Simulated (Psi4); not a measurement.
# TiH3O3F (SMILES [OH][Ti]([OH])([OH])[F]): a chain of runs, part 3 of 3

Psi4 1.11.

**4. A single-point energy at PBE-D4/def2-TZVPP (density fitting) (run 6)**

Contents of run.py:

```python
import psi4

psi4.set_memory('3300 MB')
psi4.set_num_threads(2)
psi4.core.set_output_file('output.dat', False)

m = psi4.geometry("""
0 1
O     -1.60858212     2.80589370     1.19241718
Ti     0.36116257     0.55118398    -0.39407782
O      2.92832716    -0.26979809     1.64347969
O     -1.46688668    -2.18165669    -1.17286608
F      1.57545144     1.85117193    -3.22384442
H     -3.41378457     2.92361041     1.27462027
H      4.69942573    -0.52777216     1.37362302
H     -1.41586407    -3.91780099    -0.66660278
units au
symmetry c1
""")

options = {'basis': 'def2-TZVPP', 'scf_type': 'df', 'dft_radial_points': 99, 'dft_spherical_points': 590}
psi4.set_options(options)

energy_value, wavefunction = psi4.energy('PBE-D4', return_wfn=True)
print('E =', round(energy_value, 9))
for k, v in sorted(psi4.core.scalar_variables().items()):
    print(f'{k:45s} {v:18.10f}')
```

Launch:

```console
python run.py
```

output.dat, cut to the lines that bear on the results:

```text
[...]
  Running in c1 symmetry.
[...]
  Nuclear repulsion =  328.181784368076080
[...]
  Multiplicity = 1
[...]
  Nalpha       = 29
  Nbeta        = 29
[...]
    Number of basis functions: 230
[...]
   @DF-RKS iter   1: -1175.84075743995572   -3.42996e-01   6.82016e-03 ADIIS/DIIS
[...]
   @DF-RKS iter  11: -1176.66283535216326   -4.21844e-08   6.02825e-07 DIIS
[...]
  @DF-RKS Final Energy: -1176.66283535216326
   => Energetics <=
    Nuclear Repulsion Energy =            328.1817843680760802
    One-Electron Energy =               -2271.3815254324949819
    Two-Electron Energy =                 845.4986125708580857
    DFT Exchange-Correlation Energy =     -78.9562215716850062
    Empirical Dispersion Energy =          -0.0054852869172758
    VV10 Nonlocal Energy =                  0.0000000000000000
    Total Energy =                      -1176.6628353521632562
[...]
```

The script printed:

```text
E = -1176.662835352
CURRENT ENERGY                                  -1176.6628353522
CURRENT REFERENCE ENERGY                        -1176.6628353522
DD SOLVATION ENERGY                                 0.0000000000
DFT FUNCTIONAL TOTAL ENERGY                     -1176.6573500652
DFT TOTAL ENERGY                                -1176.6628353522
DFT VV10 ENERGY                                     0.0000000000
DFT XC ENERGY                                     -78.9562215717
DISPERSION CORRECTION ENERGY                       -0.0054852869
GRID ELECTRONS ALPHA                               29.0000007567
GRID ELECTRONS BETA                                29.0000007567
GRID ELECTRONS TOTAL                               58.0000015134
NUCLEAR REPULSION ENERGY                          328.1817843681
ONE-ELECTRON ENERGY                             -2271.3815254325
PBE-D4(BJ,EEQ)ATM DISPERSION CORRECTION ENERGY      -0.0054852869
PCM POLARIZATION ENERGY                             0.0000000000
PE ENERGY                                           0.0000000000
SCF ITERATION ENERGY                            -1176.6628353522
SCF ITERATIONS                                     11.0000000000
SCF TOTAL ENERGY                                -1176.6628353522
TWO-ELECTRON ENERGY                               845.4986125709
XC GRID RADIAL POINTS                              99.0000000000
XC GRID SPHERICAL POINTS                          590.0000000000
XC GRID TOTAL POINTS                           447888.0000000000
```

Wall time 36 s (2 threads of Intel Xeon at 2.50GHz (Skylake/Cascade Lake), shared host); peak memory 2.5 GiB.

Runs 7 to 10 aren't shown in full; the table further down has their settings and results.

**5. A single-point energy at MP2/def2-QZVPP (density fitting, density fitting for correlation) (run 11)**

Contents of fh3o3ti.xyz:

```xyz
8
FH3O3Ti
O     -0.851225     1.484815     0.631000
Ti     0.191119     0.291674    -0.208537
O      1.549604    -0.142771     0.869692
O     -0.776243    -1.154483    -0.620654
F      0.833693     0.979598    -1.705985
H     -1.806497     1.547108     0.674500
H      2.486829    -0.279285     0.726890
H     -0.749243    -2.073211    -0.352751
```

Contents of calc.py:

```python
import psi4

psi4.set_memory(3300000000)
psi4.set_num_threads(2)
psi4.set_output_file('output.dat', False)

with open('fh3o3ti.xyz') as f:
    atoms = ''.join(f.readlines()[2:])
molecule = psi4.geometry('0 1\n' + atoms + 'symmetry c1')

psi4.set_options({
    'basis': 'def2-QZVPP',
    'scf_type': 'df',
    'num_frozen_docc': 9,
})

result, w = psi4.energy('mp2', molecule=molecule, return_wfn=True)
print('E =', round(result, 9))
for k, v in sorted(psi4.core.scalar_variables().items()):
    print(f'{k:45s} {v:18.10f}')
```

Launch:

```console
python calc.py
```

output.dat, cut to the lines that bear on the results:

```text
[...]
  Running in c1 symmetry.
[...]
  Nuclear repulsion =  328.181784194959562
[...]
  Multiplicity = 1
[...]
  Nalpha       = 29
  Nbeta        = 29
[...]
    Number of basis functions: 411
[...]
   @DF-RHF iter   1: -1174.11023216378817   -2.04180e+00   2.87313e-03 DIIS/ADIIS
[...]
   @DF-RHF iter  13: -1174.59262553915505   -1.54614e-11   4.13380e-09 DIIS
[...]
  @DF-RHF Final Energy: -1174.59262553915505
   => Energetics <=
    Nuclear Repulsion Energy =            328.1817841949595618
    One-Electron Energy =               -2267.9429808754057376
    Two-Electron Energy =                 765.1685711412910678
    Total Energy =                      -1174.5926255391550512
[...]
```

The script printed:

```text
E = -1176.12279293
CURRENT CORRELATION ENERGY                         -1.5301673906
CURRENT ENERGY                                  -1176.1227929298
CURRENT REFERENCE ENERGY                        -1174.5926255392
CUSTOM SCS-MP2 CORRELATION ENERGY                  -1.4828015281
CUSTOM SCS-MP2 TOTAL ENERGY                     -1176.0754270672
DD SOLVATION ENERGY                                 0.0000000000
HF KINETIC ENERGY                                1174.3791698190
HF POTENTIAL ENERGY                             -2348.9717953581
HF TOTAL ENERGY                                 -1174.5926255392
HF VIRIAL RATIO                                     2.0001817605
MP2 CORRELATION ENERGY                             -1.5301673906
MP2 DOUBLES ENERGY                                 -1.5301673906
MP2 OPPOSITE-SPIN CORRELATION ENERGY               -1.1223989206
MP2 SAME-SPIN CORRELATION ENERGY                   -0.4077684700
MP2 SINGLES ENERGY                                 -0.0000000000
MP2 TOTAL ENERGY                                -1176.1227929298
NUCLEAR REPULSION ENERGY                          328.1817841950
ONE-ELECTRON ENERGY                             -2267.9429808754
PCM POLARIZATION ENERGY                             0.0000000000
PE ENERGY                                           0.0000000000
SCF ITERATION ENERGY                            -1174.5926255392
SCF ITERATIONS                                     13.0000000000
SCF TOTAL ENERGY                                -1174.5926255392
SCS-MP2 CORRELATION ENERGY                         -1.4828015281
SCS-MP2 TOTAL ENERGY                            -1176.0754270672
TWO-ELECTRON ENERGY                               765.1685711413
```

It took 29 s on 2 threads of Intel Xeon at 2.50GHz (Skylake/Cascade Lake), shared host; peak memory 1.8 GiB.

**6. All runs side by side**

```csv
run,level,geom maxiter,max force g convergence,energy (Eh),dipole moment (D),HOMO energy (eV),LUMO energy (eV),wall time
1,PBE-D4/def2-SVP (density fitting),60,0.0005,-1176.133876,2.94,-7.12,-2.47,10 min
2,PBE0-D4/def2-TZVP (density fitting),50,0.0002,-1176.643459,2.33,-9.22,-1.75,14 min
3,PBE0-D4/def2-TZVP (density fitting),–,–,-1176.643459,2.33,–,–,31 min
4,PBE0-D4/def2-TZVP (density fitting),50,0.0002,-1176.644050,2.35,-9.30,-1.59,8.6 min
5,PBE0-D4/def2-TZVP (density fitting),–,–,-1176.644050,2.35,–,–,16 min
6,PBE-D4/def2-TZVPP (density fitting),–,–,-1176.662835,2.21,-7.59,-2.57,36 s
7,r2SCAN-D4/def2-TZVPP (density fitting),–,–,timeout,–,–,–,2 min
8,B3LYP-D4/def2-TZVPP (density fitting),–,–,-1177.220480,2.28,-9.04,-1.90,37 s
9,PBE0-D4/def2-TZVPP (density fitting),–,–,-1176.652176,2.28,-9.31,-1.57,40 s
10,wB97M-V/def2-TZVPP (density fitting),–,–,timeout,–,–,–,2 min
11,"MP2/def2-QZVPP (density fitting, density fitting for correlation)",–,–,-1176.122793,–,-13.73,1.02,29 s
```

**7. What came out**

This closing draws on all 3 parts.

| quantity | value |
| --- | --- |
| run 11, MP2/def2-QZVPP: total energy | -1176.12279 Eh |
| run 11, MP2/def2-QZVPP: HOMO energy (Hartree–Fock orbitals) | -13.73 eV |
| run 11, MP2/def2-QZVPP: LUMO energy (Hartree–Fock orbitals) | 1.02 eV |
| run 11, MP2/def2-QZVPP: HOMO–LUMO gap (Hartree–Fock orbitals) | 14.75 eV |
| run 11, MP2/def2-QZVPP: correlation energy (9 core orbitals frozen) | -1530.2 mEh |

Over runs 5, 6, 8, 9 the dipole moment (its size) runs from 2.21 D (PBE-D4/def2-TZVPP) to 2.35 D (PBE0-D4/def2-TZVP). The two ends differ in method and basis. Over runs 6, 8, 9 the HOMO–LUMO gap runs from 5.02 eV (PBE-D4/def2-TZVPP) to 7.73 eV (PBE0-D4/def2-TZVPP). Totals of different functionals can't be ranked against each other. All runs together took 86 min, the longest 31 min. 2 of the 11 runs did not end normally.
